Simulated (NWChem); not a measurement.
**CH5Ga (GaH2Me) at 5 levels**

Aim: a comparison of 5 runs (HF/STO-3G, HF/3-21G, M06-2X/def2-SVP, B3LYP/6-31G*) of CH5Ga (GaH2Me). 

The results are computed with NWChem 7.3.0.

## (1) Starting point

CH5Ga has 7 atoms, charge 0, and is taken as a singlet. SMILES: `[H][Ga]([H])[CH3]`. Geometry: a GFN2-xTB relaxation, a rough one for these elements and not checked as a minimum.

Bond lengths: Ga1–C4 2.019 Å, Ga1–H2 1.580 Å, Ga1–H3 1.580 Å, C4–H5 1.094 Å, C4–H6 1.095 Å, C4–H7 1.095 Å. Angles: Ga1–C4–H5 111.2°, Ga1–C4–H6 111.0°, Ga1–C4–H7 111.1°, H2–Ga1–C4 123.7°, H3–Ga1–C4 124.2°, H5–C4–H6 107.6°, H5–C4–H7 107.4°, H6–C4–H7 108.4°, H2–Ga1–H3 112.1°.

## (2) Energy and gradient at HF/STO-3G (run 1)

input.nw

```
start input
title "CH5Ga hf"
memory total 2200 mb

geometry noautosym nocenter noautoz
 Ga     0.530950     0.929410     0.001880
 H      2.107200     1.037040     0.032620
 H     -0.161530     2.348530    -0.037430
 C     -0.472660    -0.822080     0.002660
 H     -0.574060    -1.221230    -1.011230
 H     -1.480470    -0.696670     0.410990
 H      0.050570    -1.574990     0.600500
end

basis spherical bse
 * library STO-3G
end

scf
 thresh 1e-08
 maxiter 80
 print medium
end

task scf gradient
```

Launch:

```
$ nwchem input.nw > input.out
```

What it wrote:

```text
[...]
  functions       =    28
[...]
  wavefunction    = RHF
[...]
         Total SCF energy =  -1941.158808455320
      One-electron energy =  -2924.948062702168
      Two-electron energy =    882.814906766372
 Nuclear repulsion energy =    100.974347480477
        Time for solution =     24.2s
[...]
                         RHF ENERGY GRADIENTS
    atom               coordinates                        gradient
                 x          y          z           x          y          z
   1 Ga      1.003350   1.756330   0.003553   -0.009378  -0.015367   0.000040
   2 H       3.982031   1.959721   0.061643    0.058818   0.006829   0.001639
   3 H      -0.305247   4.438078  -0.070732   -0.023772   0.054680  -0.000909
   4 C      -0.893198  -1.553506   0.005027   -0.019872  -0.038488  -0.002599
   5 H      -1.084816  -2.307790  -1.910948   -0.001629  -0.004200  -0.008099
   6 H      -2.797683  -1.316515   0.776658   -0.009662   0.003247   0.004108
   7 H       0.095563  -2.976300   1.134780    0.005495  -0.006701   0.005820
[...]
```

Wall time 26 s (1 thread of AMD EPYC 7R43 (Zen 3), shared host); peak memory 0.096 GiB.

## (3) Energy and gradient at HF/3-21G (run 2)

mymol.xyz

```xyz
7

Ga     0.530950     0.929410     0.001880
H      2.107200     1.037040     0.032620
H     -0.161530     2.348530    -0.037430
C     -0.472660    -0.822080     0.002660
H     -0.574060    -1.221230    -1.011230
H     -1.480470    -0.696670     0.410990
H      0.050570    -1.574990     0.600500
```

run.py

```python
from ase.io import read
from ase.calculators.nwchem import NWChem

system = read('mymol.xyz')

calc = NWChem(
    label='mymol',
    theory='scf',
    memory='2200 mb',
    basis='3-21G',
    basispar='spherical bse',
    scf={'nopen': '0', 'rhf': None, 'thresh': '1e-08', 'maxiter': '80'},
)
system.calc = calc

forces = system.get_forces()
e = system.get_potential_energy()
print(f"E = {e:.6f} eV")
print("forces (eV/A):")
for s, f in zip(system.symbols, forces):
    print(f"{s:2s} {f[0]:10.5f} {f[1]:10.5f} {f[2]:10.5f}")
print("dipole (e A):", system.get_dipole_moment().round(4))
```

Launch:

```
$ export ASE_NWCHEM_COMMAND="nwchem PREFIX.nwi > PREFIX.nwo"
$ python run.py
```

What it wrote:

```text
E = -53181.091138 eV
forces (eV/A):
Ga   -0.26724   -0.51648   -0.02448
H     0.16033   -0.23988    0.00910
H    -0.29773    0.01913   -0.00483
C     0.21968    0.47519    0.12310
H     0.03322    0.10305    0.22765
H     0.31203   -0.05950   -0.13941
H    -0.16028    0.21849   -0.19114
dipole (e A): [-0.0859 -0.1451 -0.0006]
```

The calculator wrote mymol.nwi:

```
title "mymol"

permanent_dir mymol

scratch_dir mymol

start mymol

geometry units angstrom nocenter noautosym noautoz
  Ga 5.3095000000000003e-01 9.2940999999999996e-01 1.8799999999999999e-03
  H  2.1072000000000002e+00 1.0370400000000000e+00 3.2620000000000003e-02
  H  -1.6153000000000001e-01 2.3485299999999998e+00 -3.7429999999999998e-02
  C  -4.7266000000000002e-01 -8.2208000000000003e-01 2.6600000000000000e-03
  H  -5.7406000000000001e-01 -1.2212300000000000e+00 -1.0112300000000001e+00
  H  -1.4804700000000000e+00 -6.9667000000000001e-01 4.1099000000000002e-01
  H  5.0569999999999997e-02 -1.5749899999999999e+00 6.0050000000000003e-01
end

memory 2200 mb

basis spherical bse noprint
   * library 3-21G
end

scf
  nopen 0
  rhf
  thresh 1e-08
  maxiter 80
end

task scf gradient
```

mymol.nwo, cut to the lines that bear on the results:

```text
[...]
      One-electron energy =  -2929.622131076441
[... 1 line left out ...]
 Nuclear repulsion energy =    100.974347480477
[... 39 lines left out ...]
                       ROHF Final Molecular Orbital Analysis
[... 208 lines left out ...]
                              NWChem Gradients Module
[...]
  wavefunction    =   RHF
                         RHF ENERGY GRADIENTS
    atom               coordinates                        gradient
                 x          y          z           x          y          z
   1 Ga      1.003350   1.756330   0.003553    0.005197   0.010044   0.000476
   2 H       3.982031   1.959721   0.061643   -0.003118   0.004665  -0.000177
   3 H      -0.305247   4.438078  -0.070732    0.005790  -0.000372   0.000094
   4 C      -0.893198  -1.553506   0.005027   -0.004272  -0.009241  -0.002394
   5 H      -1.084816  -2.307790  -1.910948   -0.000646  -0.002004  -0.004427
   6 H      -2.797683  -1.316515   0.776658   -0.006068   0.001157   0.002711
   7 H       0.095563  -2.976300   1.134780    0.003117  -0.004249   0.003717
[...]
```

Run time: 4.5 s. Hardware: 1 thread of AMD EPYC 7R43 (Zen 3), shared host; peak memory 0.094 GiB.

Runs 3 to 4 aren't shown in full; the table further down has their settings and results.

## (4) Energy and forces at B3LYP/6-31G(d) (Cartesian functions) (run 5)

mymol.nw

```
start mymol
memory 2200 mb

geometry noautosym nocenter noautoz
  Ga       0.530950       0.929410       0.001880
  H        2.107200       1.037040       0.032620
  H       -0.161530       2.348530      -0.037430
  C       -0.472660      -0.822080       0.002660
  H       -0.574060      -1.221230      -1.011230
  H       -1.480470      -0.696670       0.410990
  H        0.050570      -1.574990       0.600500
end

basis cartesian
  * library 6-31G*
end

dft
  xc b3lyp
  grid xfine
  convergence energy 1e-08
  maxiter 100
  mulliken
end

task dft gradient
```

Launch:

```
$ nwchem mymol.nw > mymol.out
```

What it wrote:

```text
[...]
          Wavefunction type:  closed shell.
          No. of atoms     :     7
          No. of electrons :    42
[...]
          Charge           :     0
          Spin multiplicity:     1
[...]
          AO basis - number of functions:    60
[...]
              XC Information
              --------------
                         B3LYP Method XC Potential
                     Hartree-Fock (Exact) Exchange  0.200
                        Slater Exchange Functional  0.800 local
                    Becke 1988 Exchange Functional  0.720 non-local
              Lee-Yang-Parr Correlation Functional  0.810
                  VWN I RPA Correlation Functional  0.190 local
[...]
 d= 0,ls=0.0,diis     1  -1965.6941266772 -2.07D+03  1.21D-02  7.07D-01     3.1
[...]
 d= 0,ls=0.0,diis     8  -1965.7216901237 -2.53D-09  1.99D-07  4.71D-11    18.8
         Total DFT energy =    -1965.721690123725
      One electron energy =    -2938.174208555796
           Coulomb energy =      953.790701519607
    Exchange-Corr. energy =      -82.312530568013
 Nuclear repulsion energy =      100.974347480477
[...]
      Total Density - Mulliken Population Analysis
     ---------------------------------------------
    Atom       Charge   Shell Charges
 -----------   ------   -------------------------------------------------------
    1 Ga  31    30.90   2.00  1.99  6.00  1.95  5.99  1.37  1.45  0.08  0.12  6.85  2.94  0.17
    2 H    1     1.00   0.48  0.52
    3 H    1     1.00   0.48  0.52
    4 C    6     6.61   1.99  0.67  2.09  0.67  1.17  0.02
    5 H    1     0.83   0.52  0.31
    6 H    1     0.83   0.52  0.31
    7 H    1     0.83   0.52  0.31
[...]
  wavefunction    = closed shell
                         DFT ENERGY GRADIENTS
    atom               coordinates                        gradient
                 x          y          z           x          y          z
   1 Ga      1.003350   1.756330   0.003553    0.002421   0.005277   0.000958
   2 H       3.982031   1.959721   0.061643   -0.001531   0.003890  -0.000149
   3 H      -0.305247   4.438078  -0.070732    0.004282   0.000614   0.000027
   4 C      -0.893198  -1.553506   0.005027   -0.002596  -0.006920  -0.003667
   5 H      -1.084816  -2.307790  -1.910948   -0.001104  -0.001193   0.002211
   6 H      -2.797683  -1.316515   0.776658   -0.000112  -0.001077   0.000420
   7 H       0.095563  -2.976300   1.134780   -0.001359  -0.000591   0.000201
[...]
```

It took 26 s on 1 thread of AMD EPYC 7R43 (Zen 3), shared host; peak memory 0.13 GiB.

## (5) All runs side by side

| run | level | iteration cap | module | energy (Eh) | dipole moment (D) | HOMO energy (eV) | LUMO energy (eV) | wall time |
| --- | --- | --- | --- | --- | --- | --- | --- | --- |
| 1 | HF/STO-3G | 80 | scf | -1941.158808 | 0.28 | -6.72 | 4.90 | 26 s |
| 2 | HF/3-21G | 80 | scf | -1954.369068 | 0.81 | -10.86 | 1.30 | 4.5 s |
| 3 | M06-2X/def2-SVP | 100 | dft | -1965.630570 | – | – | – | 38 s |
| 4 | B3LYP/6-31G* (spherical functions) | 100 | dft | -1965.715960 | 0.93 | – | – | 25 s |
| 5 | B3LYP/6-31G* (Cartesian functions) | 100 | dft | -1965.721690 | 0.92 | -7.76 | -1.65 | 26 s |

## (6) Outcome

| quantity | value |
| --- | --- |
| run 5: total energy | -1965.72169 Eh |
| run 5: dipole moment | 0.92 D |
| run 5: HOMO energy | -7.76 eV |
| run 5: LUMO energy | -1.65 eV |
| run 5: HOMO–LUMO gap | 6.11 eV |
| run 5: largest force on an atom | 0.424 eV/Å |

**Reading.** Over runs 1, 2, 4, 5 the dipole moment (its size) runs from 0.28 D (HF/STO-3G) to 0.93 D (B3LYP/6-31G*). The two ends differ in method and basis. Over runs 1, 2, 5 the HOMO–LUMO gap runs from 6.11 eV (B3LYP/6-31G*) to 12.16 eV (HF/3-21G). Totals of different functionals can't be ranked against each other. In run 1 the basis is minimal, so the values are rough. All runs together took 2 min, the longest 38 s.
